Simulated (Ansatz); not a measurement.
**C5H6CuNO: vertical ionisation energy**

The task here is to estimate one member of a computed series from the others.

The runs use Ansatz 0.2.0, Gaussian basis; unrestricted cation, the program's frozen cores in correlated methods.

The runs, in order: UKS PBE-D4/def2-TZVPP; UKS r2SCAN-D4/def2-TZVPP; UKS PBE0-D4/def2-TZVPP; UKS B3LYP-D4/def2-TZVPP; UKS wB97X-V/def2-TZVPP; UKS wB97M-V/def2-TZVPP; UKS B2PLYP (frozen core with 3s3p of Cu, Zn)/def2-TZVPP; UHF-CCSD(T) with 3s3p of Cu, Zn/def2-TZVPP; UHF-MP2 with 3s3p of Cu, Zn/def2-QZVPP; extrapolation to the limit; then −ε(HOMO) from the neutral's earlier runs with LDA (SPW92), PBE-D4, revPBE-D4, BLYP-D4, r2SCAN-D4, B97M-V, PBE0-D4, B3LYP-D4, r2SCANh-D4, r2SCAN0-D4, HSE06-D4, BHLYP-D4, CAM-B3LYP-D4, LC-ωPBE, ωB97X-V, ωB97M-V.

**The geometry**

An earlier PBE0-D4 in a triple-zeta def2 set relaxation fixed the geometry.

SMILES `[OH][Cu-][n+]1ccccc1`, 14 atoms, charge 0, spin multiplicity 1.

Atoms are counted from 1 here; the program's logs count them from 0.

Bond lengths: O1–Cu2 1.779 Å, O1–H9 0.959 Å, Cu2–N3 1.884 Å, N3–C4 1.340 Å, N3–C8 1.339 Å, C4–C5 1.381 Å, C4–H10 1.083 Å, C5–C6 1.385 Å, C5–H11 1.082 Å, C6–C7 1.385 Å, C6–H12 1.083 Å, C7–C8 1.381 Å, C7–H13 1.082 Å, C8–H14 1.083 Å. Angles: Cu2–O1–H9 112.4°, O1–Cu2–N3 175.3°, Cu2–N3–C4 120.3°, Cu2–N3–C8 121.7°, C4–N3–C8 118.1°, N3–C4–C5 122.7°, N3–C4–H10 116.1°, C5–C4–H10 121.2°, C4–C5–C6 119.0°, C4–C5–H11 119.5°, C6–C5–H11 121.4°, C5–C6–C7 118.5°, C5–C6–H12 120.8°, C7–C6–H12 120.7°, C6–C7–C8 119.0°, C6–C7–H13 121.4°, C8–C7–H13 119.5°, N3–C8–C7 122.7° and more.

The first run:

in.yaml

```yaml
crystal:
  periodic: [false, false, false]
  atoms:
    - {symbol: O, position_ang: [0.742959, -0.177255, 4.153777]}
    - {symbol: Cu, position_ang: [0.402679, -0.170448, 2.407259]}
    - {symbol: N, position_ang: [0.099842, -0.021219, 0.553401]}
    - {symbol: C, position_ang: [0.440247, 1.098477, -0.098762]}
    - {symbol: C, position_ang: [0.241002, 1.261464, -1.455587]}
    - {symbol: C, position_ang: [-0.333721, 0.229669, -2.178892]}
    - {symbol: C, position_ang: [-0.687378, -0.929915, -1.509192]}
    - {symbol: C, position_ang: [-0.455574, -1.016062, -0.150429]}
    - {symbol: H, position_ang: [0.488200, -1.001231, 4.572660]}
    - {symbol: H, position_ang: [0.886848, 1.882214, 0.500377]}
    - {symbol: H, position_ang: [0.535547, 2.188390, -1.930566]}
    - {symbol: H, position_ang: [-0.502893, 0.327391, -3.244623]}
    - {symbol: H, position_ang: [-1.139621, -1.765682, -2.027419]}
    - {symbol: H, position_ang: [-0.718137, -1.905772, 0.407984]}
basis:
  gaussian: {orbitals: def2-TZVPP}
total_charge: 1
magnetization: {spin_polarized: true, initial_magnetization: 1}
hamiltonian: {xc: pbe, dispersion: d4}
```

Launch:

```bash
$ ansatz run in.yaml --threads 2 --pin off --events-out ev --progress --plain --max-ram 22528MiB --backend cuda --devices 0, --max-vram 18GiB
```

Among the steps run: Cation, UKS PBE-D4/def2-TZVPP; Cation, UKS r2SCAN-D4/def2-TZVPP; Cation, UKS PBE0-D4/def2-TZVPP; Cation, UKS B3LYP-D4/def2-TZVPP; Cation, UKS wB97X-V/def2-TZVPP; Cation, UKS wB97M-V/def2-TZVPP; Cation, UKS B2PLYP (frozen core with 3s3p of Cu, Zn)/def2-TZVPP; Cation, UHF-CCSD(T) with 3s3p of Cu, Zn/def2-TZVPP; Cation, UHF-MP2 with 3s3p of Cu, Zn/def2-QZVPP.

One table of the session follows, with a row left open; its other results are not shown here.

Orbital estimates, from the neutral's runs:

```
  functional  −ε(HOMO) (eV)
 LDA (SPW92)           4.65
      PBE-D4           4.40
   revPBE-D4              ?
     BLYP-D4           4.28
   r2SCAN-D4           4.53
      B97M-V           4.56
     PBE0-D4           5.65
    B3LYP-D4           5.44
  r2SCANh-D4           5.01
  r2SCAN0-D4           5.82
    HSE06-D4           5.25
    BHLYP-D4           7.02
CAM-B3LYP-D4           7.06
     LC-ωPBE           8.28
     ωB97X-V           8.02
     ωB97M-V           8.04
```

Q: Estimate the row for revPBE-D4 from the others.

As computed: −ε(HOMO) (eV): 4.30. In the column «−ε(HOMO) (eV)» it lies between BLYP-D4 (4.28) and PBE-D4 (4.40).
